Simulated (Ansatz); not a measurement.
# F2H2SSi: the cost of one run

All numbers below are computed with Ansatz 0.2.0 (UKS PBE0-D4/6-31G).

### 1 Starting point

Bond lengths: Si1–S3 2.010 Å, Si1–F5 1.586 Å, Si1–F6 1.585 Å. Angles: S3–Si1–F5 130.0°, S3–Si1–F6 128.3°, F5–Si1–F6 98.7°.

As a file:

```xyz
6

Si   -0.0725    0.0868    0.5295
H    -0.1493    0.2934   -1.3330
S     0.7916   -1.6697    0.0742
H     0.3190   -0.5669   -1.2694
F    -1.5165    0.3936    1.1095
F     0.6276    1.4628    0.8891
```

### 2 Run 1

150 steps of 0.5 fs at constant energy, with velocities drawn for 100 K.

The input, input.yaml:

```yaml
crystal:
  periodic: [false, false, false]
  atoms:
    - { symbol: Si, position_ang: [-0.0725, 0.0868, 0.5295] }
    - { symbol: H, position_ang: [-0.1493, 0.2934, -1.333] }
    - { symbol: S, position_ang: [0.7916, -1.6697, 0.0742] }
    - { symbol: H, position_ang: [0.319, -0.5669, -1.2694] }
    - { symbol: F, position_ang: [-1.5165, 0.3936, 1.1095] }
    - { symbol: F, position_ang: [0.6276, 1.4628, 0.8891] }
magnetization:
  spin_polarized: true
basis:
  gaussian: { orbitals: "6-31G" }
hamiltonian:
  xc: pbe0
  dispersion: d4
md:
  timestep: 0.5
  n_steps: 150
  ensemble: nve
  temperature: 100.0
  initial_velocities: maxwell_boltzmann
  seed: 720418
```

Started as:

```sh
$ ansatz run input.yaml --threads 1 --pin off --max-ram 2048MiB --backend cpu --events-out ev --progress --plain --runs-dir out
```

Q: Estimate wall time and peak memory on 1 thread of Arm Neoverse V2, shared host.

About 5.4 min, with a peak of 0.14 GiB.
